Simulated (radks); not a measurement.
# Nuclear size and the levels of Al⁺

Aim: how the total energy, the levels and the density at the nucleus of Al⁺ respond when the nuclear radius is scaled.

Method: Dirac Kohn-Sham, BLYP, spin-unpolarised, spherical densities, finite nucleus. Code: radks (a radial shooting solver on a logarithmic mesh, Libxc functionals) version 1.

### 1 What is computed

| Property | Result |
| --- | --- |
| element | aluminium (Z = 13) |
| charge | +1 |
| electrons | 12 |
| configuration | [Ne] 3s2 |
| nuclear rms radius | 3.061 fm |

Outer shells as boxes (Hund's rule):

Al⁺
```
[Ne] core
3s [↑↓]
```

### 2 rms radius 3.061 fm

The run's settings:

```text
Z 13
configuration [Ne] 3s2 3p0 4s0
relativity Dirac
functional b88,lyp
spin unpolarised
j_filling average
nucleus finite rms 3.061 fm
c 137.035999084
```

### 3 rms radius 2.6386 fm

Changes since step 2:

```diff
@@ -6,3 +6,3 @@
 j_filling average
-nucleus finite rms 3.061 fm
+nucleus finite rms 2.6386 fm
 c 137.035999084
```

### 4 rms radius 2.9386 fm

Changes since step 3:

```diff
@@ -6,3 +6,3 @@
 j_filling average
-nucleus finite rms 2.6386 fm
+nucleus finite rms 2.9386 fm
 c 137.035999084
```

### 5 rms radius 3.3365 fm

Changes since step 4:

```diff
@@ -6,3 +6,3 @@
 j_filling average
-nucleus finite rms 2.9386 fm
+nucleus finite rms 3.3365 fm
 c 137.035999084
```

### 6 rms radius 3.664 fm

Changes since step 5:

```diff
@@ -6,3 +6,3 @@
 j_filling average
-nucleus finite rms 3.3365 fm
+nucleus finite rms 3.664 fm
 c 137.035999084
```

What does the calculation give? Wanted: for each run, rms radius; total energy shift; density at nucleus; 1s1/2 shift.

**Answer**, as computed:

```csv
rms radius (fm),total energy shift (eV),density at nucleus (e/bohr³),1s1/2 shift (meV)
2.6386,-0.000958,1508,-0.397
2.9386,-0.000292,1506,-0.121
3.061,0,1505,0
3.3365,0.000700,1503,0.290
3.664,0.00161,1502,0.667
```

**Reading.** Shifts are against the first run. Over the range the 1s1/2 level moves by 0.00106 eV and the 1s1/2 level by 1.06 meV. A larger nucleus binds the 1s electrons less and lowers the density at its centre. These are shifts of eigenvalues, not the field shifts of spectral lines.
